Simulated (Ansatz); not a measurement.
# Sn2SeS: the cost of one run

Program: Ansatz 0.2.0. Level of theory: reference: DFT, HSE06, plane waves, PAW. These are calculated values, not measurements.

7 further runs of the same task are left out: 3 for a known fault of the program, 4 that didn't finish.

### 1 The system as given

It takes space group P4/mmm (No. 123, tetragonal). The conventional cell has a = 4.174 Å, b = 4.174 Å, c = 5.930 Å, α = 90.00°, β = 90.00°, γ = 90.00°. Around S (site symmetry 4/mmm) lie 6 Sn at 2.95 to 2.97 Å. Sn (site symmetry 4/mmm) is surrounded by 4 Se at 2.95 Å and 2 S at 2.97 Å. Around Se (site symmetry 4/mmm) lie 6 Sn at 2.95 to 2.97 Å. Sn (site symmetry 4/mmm) is surrounded by 4 S at 2.95 Å and 2 Se at 2.97 Å.

Coordinates:

```
S Sn Se
1.0
     4.17433    0.00000    0.00000
     0.00000    4.17433    0.00000
     0.00000    0.00000    5.93012
S Sn Se
1 2 1
Direct
  0.00000 0.00000 0.00000
  0.00000 0.00000 0.50000
  0.50000 0.50000 0.00000
  0.50000 0.50000 0.50000
```

### 2 The reference run

The input, input.yaml:

```yaml
crystal:
  lattice:
    - [4.1743298384, 0.0, 0.0]
    - [0.0, 4.1743298384, 0.0]
    - [0.0, 0.0, 5.9301221255]
  atoms:
    - { symbol: S, position: [0.0, 0.0, 0.0] }
    - { symbol: Sn, position: [0.0, 0.0, 0.5] }
    - { symbol: Se, position: [0.5, 0.5, 0.5] }
    - { symbol: Sn, position: [0.5, 0.5, 0.0] }
kpoints:
  mp_grid: { grid: [4, 4, 2] }
hamiltonian:
  xc: hse06
scf:
  occupations: { method: fixed }
  n_extra_bands: 5
output:
  forces: true
  stress: true
  eigenvalues: true
```

The run is started by

```bash
ansatz run input.yaml --threads 4 --pin off --max-ram 3686MiB --backend cpu --events-out ev --progress --plain --runs-dir out
```

Q: Estimate wall time and peak memory on 4 threads of an Arm CPU, shared host.

About 25 s, with a peak of 1.4 GiB.
